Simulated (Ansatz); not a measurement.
# PBE/STO-3G run of CH2AlN (SMILES N#[C][AlH2])

Aim: the electronic atomisation energy of CH2AlN at PBE/STO-3G, from 5 runs. 

The results are computed with Ansatz 0.2.0.

72 further runs of the same task are left out: 3 that didn't finish, 69 set aside as unsound or not needed.

## 1. Starting point

The species is CH2AlN (5 atoms), meant as a singlet with charge 0. SMILES: `N#[C][AlH2]`. The coordinates come from a PBE0-D4/def2-TZVP relaxation.

Bond lengths: N1–C2 1.154 Å, C2–Al3 1.938 Å, Al3–H4 1.573 Å, Al3–H5 1.572 Å. Angles: N1–C2–Al3 180.0°, C2–Al3–H4 117.0°, C2–Al3–H5 117.0°, H4–Al3–H5 126.1°.

## 2. The energy at PBE/STO-3G

File job.yaml:

```yaml
crystal:
  periodic: [false, false, false]
  atoms:
    - {symbol: N, position_ang: [1.382300, -1.346000, 1.394200]}
    - {symbol: C, position_ang: [0.714200, -0.698000, 0.711800]}
    - {symbol: Al, position_ang: [-0.407200, 0.390000, -0.434600]}
    - {symbol: H, position_ang: [-1.629700, -0.322900, -1.120200]}
    - {symbol: H, position_ang: [-0.009700, 1.903200, -0.592600]}
basis:
  gaussian: {orbitals: STO-3G}
hamiltonian: {xc: {name: PBE}}
accuracy: high
```

Run with:

```
ansatz run job.yaml --threads 1 --pin off --max-ram 2610MiB --events-out events.jsonl --progress --plain --runs-dir runs
```

Output:

```text
Warning: RAYON_NUM_THREADS=1 ignored (pool sized by the plan → 1); use --threads N
Functional definition: PBE
  name "PBE"
  parameter kappa = 0.804
  parameter beta = 0.06672455060314922
  exchange = pbe_x(kappa = kappa, mu = beta*pi^2/3)
  correlation = pbe_c(beta = beta)
374 factors; integrals over basis functions are off by at most 9.3e-9 eV
mean field evaluation 1: about -9033.3573 eV, gradient 3.2e1 eV
mean field evaluation 2: about -9020.8403 eV, gradient 7.4e1 eV
mean field evaluation 4: about -9036.5021 eV, gradient 1.7e0 eV
mean field evaluation 8: about -9036.4182 eV, gradient 9.6e-2 eV
mean field evaluation 16: about -9036.4182 eV, gradient 1.8e-7 eV
mean field -9036.41822753 eV, -332.0822447573 hartree, gradient 3.7e-8 eV, S^2 0.000000; 0 other end points of the search recorded, 0 dependent functions left out
reference -9036.41822924 eV, -332.0822448203 hartree; 14, 14 occupied and 7, 7 virtual orbitals, 374 factors
Total energy: -9036.41822924 eV, -332.0822448203 hartree
```

Wall time 1.1 s (1 thread of Arm Neoverse V1, shared host); peak memory 0.096 GiB.

## 3. The Al atom

File molecule.yaml:

```yaml
crystal:
  periodic: [false, false, false]
  atoms:
    - {symbol: Al, position_ang: [0.000000, 0.000000, 0.000000]}
basis:
  gaussian:
    orbitals: STO-3G
magnetization:
  spin_polarized: true
  initial_magnetization: 1
hamiltonian:
  xc: {name: PBE}
accuracy: high
```

Run the same way, it converges to -239.16604 Eh (log not shown).

## 4. The C atom, same level

File job.yaml:

```yaml
crystal:
  periodic: [false, false, false]
  atoms:
    - {symbol: C, position_ang: [0.000000, 0.000000, 0.000000]}
basis:
  gaussian:
    orbitals: STO-3G
magnetization:
  spin_polarized: true
  initial_magnetization: 2
hamiltonian:
  xc: pbe
accuracy: high
```

Run with:

```
ansatz run job.yaml --threads 1 --pin off --max-ram 2610MiB --events-out events.jsonl --progress --plain --runs-dir runs
```

Output, shortened:

```text
Warning: RAYON_NUM_THREADS=1 ignored (pool sized by the plan → 1); use --threads N
[... 6 set-up lines as earlier in the session ...]
15 factors; integrals over basis functions are off by at most 9.8e-10 eV
mean field evaluation 1: about -1014.6260 eV, gradient 1.7e-12 eV
mean field evaluation 2: about -1014.6263 eV, gradient 7.8e-12 eV
mean field evaluation 4: about -1014.6261 eV, gradient 0.0e0 eV
mean field evaluation 8: about -1014.6262 eV, gradient 9.5e-2 eV
mean field evaluation 16: about -1014.6260 eV, gradient 8.4e-8 eV
mean field -1014.62632258 eV, -37.2868296162 hartree, gradient 1.5e-23 eV, S^2 2.000000; 5 other end points of the search recorded, 0 dependent functions left out
reference -1014.62632341 eV, -37.2868296468 hartree; 4, 2 occupied and 1, 3 virtual orbitals, 15 factors
Total energy: -1014.62632341 eV, -37.2868296468 hartree
```

Run time: 0.36 s. Hardware: 1 thread of Arm Neoverse V1, shared host.

## 5. The H atom

File job.yaml:

```yaml
basis:
  gaussian:
    orbitals: STO-3G
crystal:
  periodic: [false, false, false]
  atoms:
    - {symbol: H, position_ang: [0.000000, 0.000000, 0.000000]}
magnetization:
  spin_polarized: true
  initial_magnetization: 1
hamiltonian:
  xc: pbe
accuracy: high
```

Run the same way, it converges to -0.46438 Eh (log not shown).

## 6. The N atom at the same level

File run.yaml:

```yaml
crystal:
  periodic: [false, false, false]
  atoms:
    - {symbol: N, position_ang: [0.000000, 0.000000, 0.000000]}
basis:
  gaussian:
    orbitals: STO-3G
magnetization:
  spin_polarized: true
  initial_magnetization: 3
hamiltonian:
  xc: {name: PBE}
accuracy: high
```

Run the same way, it converges to -53.81470 Eh (log not shown).

## 7. Outcome

At PBE/STO-3G:

| quantity | value |
| --- | --- |
| molecule: total energy | -332.08224 Eh |
| Al atom: total energy | -239.16604 Eh |
| Al atom: ⟨S²⟩ | 0.750 |
| C atom: total energy | -37.28683 Eh |
| C atom: ⟨S²⟩ | 2.000 |
| H atom: total energy | -0.46438 Eh |
| H atom: ⟨S²⟩ | 0.750 |
| N atom: total energy | -53.81470 Eh |
| N atom: ⟨S²⟩ | 3.750 |
| electronic atomisation energy | 24.107 eV |

In words: Taking the molecule apart into free atoms costs 24.11 eV (556 kcal/mol), before zero-point energy and without spin-orbit coupling. In a minimal basis such a difference can be off by several eV, whatever the method.
